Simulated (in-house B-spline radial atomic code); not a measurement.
# Tc⁹⁺: ionisation energy by several methods

The task here is to estimate one member of a computed series from the others.

Method: scalar-relativistic (X2C), several functionals, spin-polarised; spherical all-electron atom at the radial basis limit. Code: in-house B-spline radial atomic code version 1.

## Starting point

```
element       : technetium (Z = 43)
charge        : +9
electrons     : 34
configuration : [Ar] 3d10 4s2 4p4
nucleus       : Fermi, rms radius 4.411 fm
```

The outer shells:

[Ar] 3d10 4s2 4p4
```
[Ar] core
3d [↑↓][↑↓][↑↓][↑↓][↑↓]
4s [↑↓]
4p [↑↓][↑ ][↑ ]
```

Where spins are not typed, each open shell is filled with up spins first.

The first run:

Input settings:

```ini
Z = 43
electrons = 34.0
configuration = [Ar] 3d10 4s2 4p4
hamiltonian = x2c
method = pbesol
spin_polarised = True
nucleus = fermi
rms_radius = 4.411169945885085
mass_number = 97
atomic_mass = 96.90636072
speed_of_light = 137.035999084
```

Among the steps run: PBEsol, a GGA; PBE, a GGA; SCAN, a meta-GGA; AM05, a GGA; RPBE, a GGA; exchange-only LDA.

One of the session's tables, all rows but one given; the rest of the session is left out.

| method | ΔSCF (eV) |
| --- | --- |
| exchange-only LDA | 189.40 |
| PBEsol | 191.18 |
| PBE | 191.16 |
| AM05 | 191.21 |
| RPBE | 190.90 |
| SCAN | ? |

**Question.** Estimate the row for SCAN.

As computed: ΔSCF (eV): 190.85. In the column «ΔSCF (eV)» it lies between exchange-only LDA (189.40) and RPBE (190.90).

Members of this set that are not shown: 12 used exact exchange with fractional occupations of an open shell, which is unsound here.

Caveats from the session: Meta-GGA runs start from a PBE run whose iterations are not counted.
